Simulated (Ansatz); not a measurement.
# CH2AlBrF: the cost of one run

Method: RKS B3LYP/def2-SVP, in Ansatz 0.2.0.

1 further run of the same task is left out (it didn't finish).

## (1) Starting point

Bond lengths: F1–C2 1.283 Å, C2–Al3 2.055 Å, Al3–Br4 2.288 Å, C2–H5 1.109 Å, Al3–H6 1.507 Å. Angles: F1–C2–Al3 121.8°, F1–C2–H5 109.1°, Al3–C2–H5 126.9°, C2–Al3–Br4 73.0°, C2–Al3–H6 141.2°, Br4–Al3–H6 145.6°.

Coordinates:

```xyz
6

F     1.7795    0.5481    0.3500
C     0.6460    0.6153   -0.2472
Al   -1.0388   -0.2702    0.5267
Br   -0.0372   -1.8129   -0.8345
H     0.8083    0.9323   -1.2980
H    -2.1578   -0.0127    1.5029
```

## (2) End point A

Input file input.yaml:

```yaml
crystal:
  periodic: [false, false, false]
  atoms:
    - { symbol: F, position_ang: [1.77955, 0.54811, 0.35005] }
    - { symbol: C, position_ang: [0.64599, 0.61533, -0.24723] }
    - { symbol: Al, position_ang: [-1.03879, -0.27022, 0.52672] }
    - { symbol: Br, position_ang: [-0.03724, -1.81288, -0.83445] }
    - { symbol: H, position_ang: [0.80834, 0.93232, -1.29801] }
    - { symbol: H, position_ang: [-2.15784, -0.01266, 1.50292] }
total_charge: 1
basis:
  gaussian: { orbitals: def2-SVP }
hamiltonian:
  xc: b3lyp
relax:
  f_tol: 0.015
  max_steps: 40
```

The run is started by

```sh
> ansatz run input.yaml --threads 1 --pin off --max-ram 2048MiB --backend cpu --events-out ev --progress --plain --runs-dir out
```

What time and memory should one allow on 1 thread of Arm Neoverse V1, shared host?

About 39 s, with a peak of 0.18 GiB.
